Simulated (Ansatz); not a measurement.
# CH3FOZn: up Jacob's ladder to CCSD(T)

Aim: compute CH3FOZn with functionals from several rungs and with coupled cluster. The yardstick is the atomisation energy at the CCSD(T) limit.

Program: Ansatz 0.2.0, Gaussian basis. Level of theory: functionals in def2-TZVPP, the program's frozen cores in correlated methods. These are calculated values, not measurements.

The runs, in order: PBE-D4, r2SCAN-D4, PBE0-D4, B3LYP-D4, ωB97X-V, ωB97M-V, B2PLYP; CCSD(T)/def2-TZVPP; MP2/def2-QZVPP; extrapolation to the limit.

## 1. The relaxed structure

All runs share one geometry, relaxed beforehand with PBE0-D4 in a triple-zeta def2 set.

SMILES `FC[O][ZnH]`, 7 atoms, charge 0, spin multiplicity 1.

Atoms are counted from 1 here; the program's logs count them from 0.

Bond lengths: F1–C2 1.428 Å, C2–O3 1.342 Å, C2–H5 1.098 Å, C2–H6 1.098 Å, O3–Zn4 1.812 Å, Zn4–H7 1.514 Å. Angles: F1–C2–O3 108.9°, F1–C2–H5 105.0°, F1–C2–H6 105.0°, O3–C2–H5 113.1°, O3–C2–H6 113.1°, H5–C2–H6 111.1°, C2–O3–Zn4 113.2°, O3–Zn4–H7 172.8°.

## 2. PBE-D4 (GGA)

Contents of in.yaml:

```yaml
crystal:
  periodic: [false, false, false]
  atoms:
    - {symbol: F, position_ang: [-0.810618, 0.124028, 1.018116]}
    - {symbol: C, position_ang: [-0.444776, 0.882741, -0.134414]}
    - {symbol: O, position_ang: [0.475338, 0.198755, -0.831759]}
    - {symbol: Zn, position_ang: [0.905250, -1.392322, -0.077771]}
    - {symbol: H, position_ang: [-1.382017, 1.029584, -0.686374]}
    - {symbol: H, position_ang: [-0.066067, 1.834026, 0.260940]}
    - {symbol: H, position_ang: [1.384190, -2.744814, 0.405561]}
basis:
  gaussian: {orbitals: def2-TZVPP}
hamiltonian: {xc: pbe, dispersion: d4}
output: {forces: true, orbitals: {seedname: orbitals}}
```

Run with:

```sh
$ ansatz run in.yaml --threads 4 --pin off --events-out ev --progress --plain --max-ram 10444MiB
```

After this run come: r2SCAN-D4 (meta-GGA); PBE0-D4 (hybrid); B3LYP-D4 (hybrid); ωB97X-V (range-separated); ωB97M-V (range-separated); B2PLYP (double hybrid); CCSD(T) in def2-TZVPP; MP2 in def2-QZVPP.

Before running them: what should the planned runs give, taken together? Wanted: atomisation energy, CCSD(T)/CBS; farthest; mean size of error, hybrid; mean size of error, range-separated; gap, smallest and largest; T1 diagnostic; triples share of the correlation energy.

**Answer**, as computed:

| quantity | value |
| --- | --- |
| atomisation energy, CCSD(T)/CBS | 23.324 eV |
| functionals within 0.117 eV (0.5 %) | PBE0-D4, ωB97M-V |
| farthest | PBE-D4 (+0.588 eV) |
| mean size of error, hybrid | 0.183 eV |
| mean size of error, range-separated | 0.110 eV |
| gap, smallest and largest | 5.22 eV (PBE-D4), 11.64 eV (ωB97X-V) |
| T1 diagnostic | 0.0158 |
| triples share of the correlation energy | 3.2 % |

PBE-D4 misses by +0.588 eV. Double hybrids carry the basis error of their MP2 part in triple zeta, and no dispersion term here, so their miss is partly the set-up's. The reference freezes the cores and leaves out relativity and excitations past (T), so misses under about 0.117 eV can't be ranked. Hartree-Fock recovers 69 % of the binding; the rest is correlation. Orbital gaps span 5.2 to 11.6 eV; exact exchange widens them. For Zn the d shell is correlated and the shells below it are frozen.
